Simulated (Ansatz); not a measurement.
A nudged elastic band was laid between two geometries of a periodic cell of 63 atoms, Si₆₂P (host Si, host structure diamond, dopant P, one Si atom removed), cell charge +2.

Computed with DFT PBE, scalar-relativistic, plane waves, PAW (Ansatz). Settings: PAW set soft_1, cutoff 420 eV, k mesh 1x1x1, gaussian smearing 0.02 eV, spin collinear.

| Item | Value |
| --- | --- |
| movable images | 5 |
| climbing image | yes |
| spring | 2.0 eV/Å² |
| optimiser | fire |
| start path | straight line |
| force threshold | 0.05 eV/Å |
| iteration limit | 34 |
| end points | relaxed |

Initial state:

```xyz
63
Lattice="10.8600 0.0000 0.0000 0.0000 10.8600 0.0000 0.0000 0.0000 10.8600" Properties=species:S:1:pos:R:3
Si 5.425 0.010 0.013
Si 6.803 1.380 1.344
Si 8.170 2.758 -0.003
Si 9.518 4.154 1.344
Si 8.137 0.023 2.726
Si 9.517 1.382 4.058
Si -0.001 0.004 0.001
Si 1.346 1.400 1.310
Si 2.715 2.715 -0.078
Si 4.031 4.087 1.309
Si 5.429 5.433 0.001
Si 6.767 6.800 1.368
Si 8.128 8.165 0.036
Si 9.492 9.526 1.368
Si 2.720 0.015 2.691
Si 4.084 1.351 4.049
Si 5.419 2.715 2.692
Si 6.786 4.076 4.076
Si 8.131 5.468 2.732
Si 9.492 6.802 4.094
Si 5.434 0.000 5.427
Si 6.813 1.350 6.777
Si 8.171 2.717 5.444
Si 9.554 4.088 6.831
Si 8.172 0.017 8.142
Si 9.554 1.404 9.514
P 0.013 5.422 -0.014
Si 1.279 6.777 1.345
Si 2.675 8.124 -0.001
Si 4.055 9.491 1.342
Si 0.004 2.759 2.690
Si 1.361 4.074 4.073
Si 2.676 5.430 2.691
Si 4.054 6.778 4.058
Si 5.411 8.158 2.724
Si 6.788 9.506 4.073
Si -0.013 0.011 5.436
Si 1.398 1.355 6.783
Si 2.726 2.707 5.405
Si 4.079 4.036 6.780
Si 5.425 5.447 5.436
Si 6.803 6.776 6.807
Si 8.136 8.158 5.451
Si 9.518 9.492 6.806
Si 2.727 -0.024 8.134
Si 4.079 1.355 9.461
Si 5.457 2.708 8.133
Si 6.789 4.073 9.501
Si 8.171 5.430 8.186
Si 9.516 6.779 9.581
Si -0.035 8.165 2.732
Si 1.358 9.511 4.076
Si -0.001 5.434 5.431
Si 1.346 6.743 6.827
Si 2.718 8.126 5.441
Si 4.084 9.482 6.776
Si 0.088 2.723 8.151
Si 2.718 5.357 8.141
Si 4.031 6.743 9.516
Si 5.419 8.124 8.142
Si 6.785 9.510 9.501
Si 0.004 8.124 8.184
Si 1.360 9.505 9.501
```

Final state:

Only the atoms that move by more than 0.05 Å are listed.
```
P27 1.343 4.087 -1.343
```

(1) What changes between the two ends?

(2) What energy profile does the band end with?

(3) What is the geometry of the highest image?

Results:

(1) Contacts lost: Si4–P27, P27–Si28, P27–Si50. Contacts made: Si9–P27, P27–Si57, P27–Si58. The atom that moves furthest is P27, by 2.31 Å; four of its nearest neighbours are Si28 2.30, Si50 2.30, Si4 2.30, Si49 3.79 Å at the first end and Si57 2.30, Si58 2.30, Si9 2.30, Si10 3.79 Å at the last.

(2) The forces met the threshold. The highest image is number 3 of 0 to 6, 1.28 eV above the ends, which have the same energy within 2 meV. By the program's own check the climbing image is of a kind that is not told: a solve is, or may be, on another electronic state (lowest curvatures found: -4.20 and 2.02 eV/Å²). Limits of this set-up: coarse k mesh, charged cell in a uniform background, uncorrected.

| image | path coordinate (Å) | energy (eV) | Si4–P27 (Å) | P27–Si28 (Å) | P27–Si50 (Å) |
| --- | --- | --- | --- | --- | --- |
| 0 | 0.00 | 0.00 | 2.30 | 2.30 | 2.30 |
| 1 | 0.47 | 0.19 | 2.37 | 2.34 | 2.34 |
| 2 | 0.95 | 0.84 | 2.64 | 2.45 | 2.45 |
| 3 | 1.43 | 1.28 | 3.06 | 2.69 | 2.67 |
| 4 | 1.88 | 0.84 | 3.30 | 3.08 | 3.08 |
| 5 | 2.35 | 0.19 | 3.58 | 3.49 | 3.50 |
| 6 | 2.82 | 0.00 | 3.83 | 3.83 | 3.83 |

(3) 
```xyz
63
Lattice="10.8600 0.0000 0.0000 0.0000 10.8600 0.0000 0.0000 0.0000 10.8600" Properties=species:S:1:pos:R:3:forces:R:3
Si 5.446 -0.005 0.005 -0.01 -0.01 0.00
Si 6.807 1.363 1.369 0.00 -0.01 -0.01
Si 8.170 2.749 -0.006 -0.02 0.00 0.00
Si 9.537 4.094 1.327 -0.03 -0.03 0.03
Si 8.162 -0.025 2.699 0.00 0.01 0.00
Si 9.492 1.363 4.055 0.00 0.00 0.01
Si -0.004 -0.009 0.003 0.01 0.00 0.00
Si 1.344 1.380 1.333 -0.01 0.01 0.01
Si 2.647 2.783 -0.011 -0.01 -0.01 -0.01
Si 4.063 4.073 1.338 0.00 0.00 -0.01
Si 5.427 5.437 -0.005 0.00 0.00 0.01
Si 6.802 6.777 1.349 0.01 0.00 -0.01
Si 8.237 8.042 -0.018 0.02 0.00 0.00
Si 9.518 9.461 1.342 -0.01 0.01 0.00
Si 2.721 0.015 2.712 0.00 0.00 0.01
Si 4.062 1.370 4.096 0.00 0.01 0.00
Si 5.426 2.694 2.717 0.00 0.01 0.00
Si 6.756 4.067 4.107 0.00 0.00 0.00
Si 8.149 5.415 2.707 0.00 0.01 0.01
Si 9.511 6.778 4.052 0.00 0.01 0.01
Si 5.430 0.002 5.433 0.01 0.01 0.00
Si 6.765 1.374 6.803 0.00 0.00 -0.01
Si 8.146 2.694 5.437 0.00 0.00 0.00
Si 9.523 4.075 6.798 0.00 0.00 0.00
Si 8.150 0.024 8.146 0.00 -0.01 -0.01
Si 9.535 1.390 9.517 -0.01 -0.01 0.00
P 0.748 4.902 -0.782 -0.02 0.01 0.01
Si 1.354 6.631 1.187 0.00 0.02 0.02
Si 2.714 8.141 -0.002 0.00 0.00 0.01
Si 4.077 9.506 1.381 -0.01 0.01 0.00
Si 0.008 2.747 2.693 0.00 -0.01 0.02
Si 1.364 4.074 4.075 0.00 0.01 0.01
Si 2.703 5.418 2.687 0.01 0.00 0.00
Si 4.067 6.793 4.063 0.01 0.00 0.00
Si 5.447 8.140 2.712 0.00 0.00 -0.01
Si 6.789 9.508 4.074 0.00 0.00 -0.01
Si 0.002 0.009 5.422 0.00 -0.01 0.00
Si 1.348 1.407 6.837 -0.01 -0.02 0.00
Si 2.707 2.734 5.461 0.00 0.00 0.00
Si 3.953 4.097 6.912 0.00 -0.01 -0.01
Si 5.370 5.425 5.491 -0.01 0.00 0.00
Si 6.796 6.801 6.786 0.00 -0.01 0.00
Si 8.158 8.146 5.412 -0.01 0.00 0.00
Si 9.482 9.521 6.783 0.00 -0.01 0.00
Si 2.712 0.015 8.150 0.00 -0.01 0.00
Si 4.038 1.390 9.519 0.00 -0.01 -0.01
Si 5.402 2.734 8.162 -0.01 0.00 0.00
Si 6.788 4.080 9.499 0.00 0.00 -0.01
Si 8.166 5.424 8.147 0.01 -0.01 0.00
Si 9.671 6.641 9.490 0.02 -0.02 0.01
Si 0.020 8.044 2.622 0.00 0.01 0.00
Si 1.351 9.473 4.032 0.00 0.00 0.00
Si 0.002 5.436 5.427 0.00 0.00 0.01
Si 1.348 6.801 6.789 0.00 0.02 -0.01
Si 2.726 8.147 5.421 0.02 0.01 -0.01
Si 4.067 9.514 6.790 0.01 0.00 -0.01
Si 0.024 2.816 8.236 -0.01 -0.03 0.01
Si 2.522 5.458 8.328 0.03 0.04 -0.01
Si 4.064 6.797 9.505 0.01 0.01 0.00
Si 5.436 8.149 8.131 0.01 0.01 0.00
Si 6.832 9.469 9.509 0.01 0.00 -0.01
Si 0.002 8.155 8.138 0.00 -0.02 0.00
Si 1.363 9.504 9.501 -0.01 -0.01 0.00
```

Run time: 53 min on 4 threads of Arm Neoverse V1 (shared host), peak memory 6.2 GiB.
